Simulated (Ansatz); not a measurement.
# BLYP/aug-cc-pVDZ run of BBrF2 (SMILES FB(F)Br)

Aim: the vertical singlet–triplet gap of BBrF2 at BLYP/aug-cc-pVDZ, from 2 runs. 

The results are computed with Ansatz 0.2.0.

45 further runs of the same task are left out: 3 that didn't finish, 42 set aside as unsound or not needed.

### 1 Starting point

The species is BBrF2 (4 atoms), meant as a singlet with charge 0. SMILES: `FB(F)Br`. Geometry: relaxed at PBE0-D4/def2-TZVP.

Bond lengths: F1–B2 1.309 Å, B2–F3 1.309 Å, B2–Br4 1.903 Å. Angles: F1–B2–F3 119.2°, F1–B2–Br4 120.4°, F3–B2–Br4 120.4°.

### 2 A single-point energy at BLYP/aug-cc-pVDZ

The input, input.yaml:

```yaml
basis:
  gaussian: {orbitals: aug-cc-pVDZ}
crystal:
  periodic: [false, false, false]
  atoms:
    - {symbol: F, position_ang: [-0.215650, -1.366490, -0.109870]}
    - {symbol: B, position_ang: [-0.127940, -0.063330, -0.022770]}
    - {symbol: F, position_ang: [-1.212420, 0.659630, -0.144250]}
    - {symbol: Br, position_ang: [1.556010, 0.770190, 0.276890]}
hamiltonian: {xc: {name: BLYP}}
accuracy: high
output: {orbitals: {seedname: orbitals}}
```

The run is started by

```bash
ansatz run input.yaml --threads 1 --pin off --max-ram 3480MiB --events-out events.jsonl --progress --plain --runs-dir runs
```

What it wrote:

```text
Warning: RAYON_NUM_THREADS=1 ignored (pool sized by the plan → 1); use --threads N
Functional definition: BLYP
  name "BLYP"
  parameter beta = 0.0042
  parameter a = 0.04918
  parameter b = 0.132
  parameter c = 0.2533
  parameter d = 0.349
  exchange = b88_x(beta = beta)
  correlation = lyp_c(a = a, b = b, c = c, d = d)
2019 factors; integrals over basis functions are off by at most 4.3e-9 eV
mean field evaluation 1: about -76157.4006 eV, gradient 4.4e1 eV
mean field evaluation 2: about -76148.3381 eV, gradient 8.9e1 eV
mean field evaluation 4: about -76160.3607 eV, gradient 2.1e0 eV
mean field evaluation 8: about -76160.3718 eV, gradient 2.4e-2 eV
mean field evaluation 16: about -76160.3718 eV, gradient 2.9e-7 eV
mean field -76160.37180930 eV, -2798.8420406377 hartree, gradient 3.0e-8 eV, S^2 0.000000; 0 other end points of the search recorded, 0 dependent functions left out
reference -76160.37185938 eV, -2798.8420424780 hartree; 29, 29 occupied and 76, 76 virtual orbitals, 2019 factors
Total energy: -76160.37185938 eV, -2798.8420424780 hartree
```

Wall time 9.3 s (1 thread of Arm Neoverse V1, shared host); peak memory 0.27 GiB.

### 3 The triplet, same level

The input, in.yaml:

```yaml
crystal:
  periodic: [false, false, false]
  atoms:
    - {symbol: F, position_ang: [-0.215650, -1.366490, -0.109870]}
    - {symbol: B, position_ang: [-0.127940, -0.063330, -0.022770]}
    - {symbol: F, position_ang: [-1.212420, 0.659630, -0.144250]}
    - {symbol: Br, position_ang: [1.556010, 0.770190, 0.276890]}
basis:
  gaussian:
    orbitals: aug-cc-pVDZ
magnetization:
  spin_polarized: true
  initial_magnetization: 2
hamiltonian:
  xc: {name: BLYP}
accuracy: high
output: {orbitals: {seedname: orbitals}}
```

The run is started by

```bash
ansatz run in.yaml --threads 1 --pin off --max-ram 3480MiB --events-out events.jsonl --progress --plain --runs-dir runs
```

What it wrote, cut to the lines that bear on the results:

```text
Warning: RAYON_NUM_THREADS=1 ignored (pool sized by the plan → 1); use --threads N
[... 2 set-up lines as earlier in the session ...]
[...]
2019 factors; integrals over basis functions are off by at most 4.3e-9 eV
[...]
mean field -76153.50925864 eV, -2798.5898465525 hartree, gradient 1.0e-8 eV, S^2 2.002757; 5 other end points of the search recorded, 0 dependent functions left out
reference -76153.50930658 eV, -2798.5898483142 hartree; 30, 28 occupied and 75, 77 virtual orbitals, 2019 factors
Total energy: -76153.50930658 eV, -2798.5898483142 hartree
```

Wall time 79 s (1 thread of Arm Neoverse V1, shared host); peak memory 0.37 GiB.

### 4 Results

At BLYP/aug-cc-pVDZ:

| quantity | value |
| --- | --- |
| singlet: total energy | -2798.84204 Eh |
| singlet: HOMO energy | -7.56 eV |
| singlet: LUMO energy | -1.42 eV |
| singlet: HOMO–LUMO gap | 6.13 eV |
| triplet: total energy | -2798.58985 Eh |
| triplet: HOMO energy (highest over α and β) | -1.25 eV |
| triplet: ⟨S²⟩ | 2.003 |
| vertical energy of the triplet above the singlet | 6.863 eV |

**Reading.** At this shape the triplet lies 6.86 eV (662 kJ/mol) above the singlet.
